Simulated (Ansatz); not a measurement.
# Hf3N: the cost of one run

Computed with Ansatz 0.2.0 (DFT PBE, scalar-relativistic, plane waves, PAW, unless a step's input says otherwise).

## (1) Starting point

Symmetry: P6_3/mmc, No. 194, hexagonal system. The conventional cell has a = 5.768 Å, b = 5.768 Å, c = 4.629 Å, α = 90.00°, β = 90.00°, γ = 120.00°. Hf (site symmetry mm2) has 4 N at 2.85 to 2.88 Å and 8 Hf at 2.85 to 2.89 Å as nearest neighbours. Around N (site symmetry -6m2) lie 12 Hf at 2.85 to 2.88 Å.

As a file:

```cif
data_structure
_symmetry_space_group_name_H-M 'P6_3/mmc'
_symmetry_Int_Tables_number 194
_cell_length_a 5.7677
_cell_length_b 5.7677
_cell_length_c 4.6295
_cell_angle_alpha 90.000
_cell_angle_beta 90.000
_cell_angle_gamma 120.000
_cell_volume 133.38
loop_
_atom_site_label
_atom_site_type_symbol
_atom_site_symmetry_multiplicity
_atom_site_Wyckoff_symbol
_atom_site_fract_x
_atom_site_fract_y
_atom_site_fract_z
_atom_site_occupancy
Hf1 Hf 6 h 0.83300 0.66600 0.25000 1
N1 N 2 c 0.33333 0.66667 0.25000 1
```

This is candidate A: Ni3Sn (D0_19) type (P6_3/mmc, No. 194).

(A quick probe on a coarse mesh, which set the mesh and smearing, is not shown.)

## (3) Coarse relaxation (candidate A)

File input.yaml:

```yaml
crystal:
  lattice:
    - [5.7677341097, 0.0, 0.0]
    - [-2.8838670548, 4.9950042612, 0.0]
    - [0.0, 0.0, 4.62949654]
  atoms:
    - { symbol: Hf, position: [0.833, 0.666, 0.25] }
    - { symbol: Hf, position: [0.167, 0.833, 0.75] }
    - { symbol: Hf, position: [0.334, 0.167, 0.25] }
    - { symbol: Hf, position: [0.167, 0.334, 0.75] }
    - { symbol: Hf, position: [0.833, 0.167, 0.25] }
    - { symbol: Hf, position: [0.666, 0.833, 0.75] }
    - { symbol: "N", position: [0.3333333333, 0.6666666667, 0.25] }
    - { symbol: "N", position: [0.6666666667, 0.3333333333, 0.75] }
basis:
  ecutwfc: 420
kpoints:
  mp_grid: { grid: [3, 3, 4] }
hamiltonian:
  xc: pbe
scf:
  occupations: { method: gaussian, width: 0.1 }
  lower_state_search: "off"
output:
  forces: true
  stress: true
  eigenvalues: true
relax:
  adjacent_minimum: "off"
  f_tol: 0.04
  max_steps: 70
  cell: { stress_tol: 0.4 }
```

Command:

```sh
ansatz run input.yaml --threads 1 --pin off --max-ram 2560MiB --backend cpu --events-out ev --progress --plain --runs-dir out
```

What time and memory should one allow on 1 thread of Intel Xeon 6975P-C (Granite Rapids), shared host?

About 29 s, with a peak of 0.5 GiB.
